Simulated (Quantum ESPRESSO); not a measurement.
Here is a Quantum ESPRESSO 7.5 calculation.

Contents of pw.in:

```
&CONTROL
  calculation = 'scf'
  prefix = 'pwscf'
  outdir = './tmp'
  pseudo_dir = './pseudo'
  tprnfor = .true.
  disk_io = 'nowf'
/
&SYSTEM
  ibrav = 0
  nat = 7
  ntyp = 4
  ecutwfc = 84
  nbnd = 30
  occupations = 'smearing'
  smearing = 'fd'
  degauss = 0.00367493
/
&ELECTRONS
  conv_thr = 1.4d-09
  electron_maxstep = 120
  mixing_beta = 0.5
/
ATOMIC_SPECIES
O     15.9990 O.upf
Ga    69.7230 Ga.upf
F     18.9984 F.upf
H      1.0080 H.upf
CELL_PARAMETERS angstrom
  12.0000000000    0.0000000000    0.0000000000
   0.0000000000   13.0000000000    0.0000000000
   0.0000000000    0.0000000000   12.0000000000
ATOMIC_POSITIONS crystal
O      0.3968290000    0.5535370000    0.5445820000
Ga     0.5194840000    0.4566280000    0.4792010000
F      0.5601750000    0.4032430000    0.6091470000
F      0.4480830000    0.3834240000    0.3818070000
F      0.5987400000    0.5593020000    0.4248480000
H      0.4044840000    0.5424550000    0.6236550000
H      0.4261110000    0.6214470000    0.5281430000
K_POINTS gamma
```

Potentials or basis: PseudoDojo 0.4.1 SR PBE standard.

Command:

```bash
$ OMP_NUM_THREADS=1 pw.x -in pw.in > pw.out
```

(1) What does it give for the largest force?

(2) What does it give for the gap between the frontier levels?

## Answers

(1) 0.509 eV/Å.

(2) 6.29 eV.

Caveat: this is a molecule in a periodic box, so the gap is that between its Kohn-Sham HOMO and LUMO and the box isn't a crystal.
